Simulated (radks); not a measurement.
**Taking charge from the 2s level of Ne⁺ in fractions**

The task here is to estimate one member of a computed series from the others.

Method: Dirac Kohn-Sham, PBE, spin-unpolarised, spherical densities, finite nucleus; open shells are shared between the two j in proportion to 2j + 1. Code: radks (a radial shooting solver on a logarithmic mesh, Libxc functionals) version 1.

**What is computed**

- element: neon (Z = 10)
- charge: +1
- electrons: 9
- configuration: [He] 2s2 2p5
- nuclear rms radius: 3.0055 fm

The outer shells:

Ne⁺
```
[He] core
2s [↑↓]
2p [↑↓][↑↓][↑ ]
```

Set-up of the first run:

The run's settings:

```text
Z 10
configuration [He] 2s2 2p5
relativity Dirac
functional pbe,pbe
spin unpolarised
j_filling average
nucleus finite rms 3.0055 fm
c 137.035999084
```

Among the steps run: Start: [He] 2s2 2p5.

One of the session's tables, all rows but one given; the rest of the session is left out.

It belongs to the step «Start: [He] 2s2 2p5». Radial moments (bohr):

| level | <r> | outermost maximum (interpolated) | 90 % within |
| --- | --- | --- | --- |
| 1s1/2 | 0.1579 | 0.103 | 0.283 |
| 2s1/2 | ? | ? | ? |
| 2p1/2 | 0.8820 | 0.602 | 1.52 |
| 2p3/2 | 0.8841 | 0.604 | 1.52 |

**Question.** Estimate the row for 2s1/2.

As computed: <r>: 0.8638; outermost maximum (interpolated): 0.672; 90 % within: 1.38. In the column «<r>» it lies between 1s1/2 (0.1579) and 2p1/2 (0.8820).
